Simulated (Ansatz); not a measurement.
# Cl3FH4SiTi: the cost of one run

All numbers below are computed with Ansatz 0.2.0 (RKS PBE0-D4/def2-SVP).

## (1) The starting structure

Bond lengths: Ti1–Cl2 2.720 Å, Ti1–Cl3 2.370 Å, Ti1–Cl4 2.368 Å, Ti1–F5 1.829 Å, Ti1–Si6 2.760 Å, Si6–H7 1.460 Å, Si6–H8 1.460 Å, Si6–H9 1.460 Å. Angles (14 of 16 angles, heavy atoms first): Cl2–Ti1–Cl3 109.4°, Cl2–Ti1–Cl4 109.5°, Cl2–Ti1–F5 109.5°, Cl2–Ti1–Si6 71.6°, Cl3–Ti1–Cl4 109.5°, Cl3–Ti1–F5 109.5°, Cl3–Ti1–Si6 67.1°, Cl4–Ti1–F5 109.5°, Cl4–Ti1–Si6 72.9°, F5–Ti1–Si6 176.5°, Ti1–Si6–H7 109.5°, Ti1–Si6–H8 109.5°, Ti1–Si6–H9 109.5°, H7–Si6–H8 109.4°.

As a file:

```xyz
10

Ti    0.0000    0.0000    0.0000
Cl    0.0000    0.0000    2.7200
Cl    2.2349    0.0000   -0.7892
Cl   -1.1163    1.9339   -0.7892
F    -0.8619   -1.4933   -0.6094
Si    1.4475    2.1829    0.8703
H     2.5705    1.7294    1.6856
H     1.9516    2.9242   -0.2820
H     0.5871    3.0514    1.6684
H     0.8426    1.2708    2.1941
```

## (2) A restrained relaxation towards end A

Springs on the bonds that form and break draw the guess towards this end; the thresholds are loose.

Contents of input.yaml:

```yaml
crystal:
  periodic: [false, false, false]
  atoms:
    - { symbol: Ti, position_ang: [0.0, 0.0, 0.0] }
    - { symbol: Cl, position_ang: [0.0, 0.0, 2.72] }
    - { symbol: Cl, position_ang: [2.2349, 0.0, -0.7892] }
    - { symbol: Cl, position_ang: [-1.1163, 1.9339, -0.7892] }
    - { symbol: F, position_ang: [-0.8619, -1.4933, -0.6094] }
    - { symbol: Si, position_ang: [1.4475, 2.1829, 0.8703] }
    - { symbol: H, position_ang: [2.5705, 1.7294, 1.6856] }
    - { symbol: H, position_ang: [1.9516, 2.9242, -0.282] }
    - { symbol: H, position_ang: [0.5871, 3.0514, 1.6684] }
    - { symbol: H, position_ang: [0.8426, 1.2708, 2.1941] }
basis:
  gaussian: { orbitals: def2-SVP }
hamiltonian:
  xc: pbe0
  dispersion: d4
relax:
  f_tol: 0.15
  max_steps: 25
  restrain:
    - { distance: [0, 5], at: 3.66, k: 30.0 }
    - { distance: [9, 1], at: 2.57, k: 30.0 }
    - { distance: [0, 1], at: 2.37, k: 30.0 }
    - { distance: [9, 5], at: 1.46, k: 30.0 }
```

On the command line:

```bash
> ansatz run input.yaml --threads 4 --pin off --max-ram 5120MiB --backend cpu --events-out ev --progress --plain --runs-dir out
```

Q: Estimate wall time and peak memory on 4 threads of Arm Neoverse V2, shared host.

About 35 s, with a peak of 0.44 GiB.
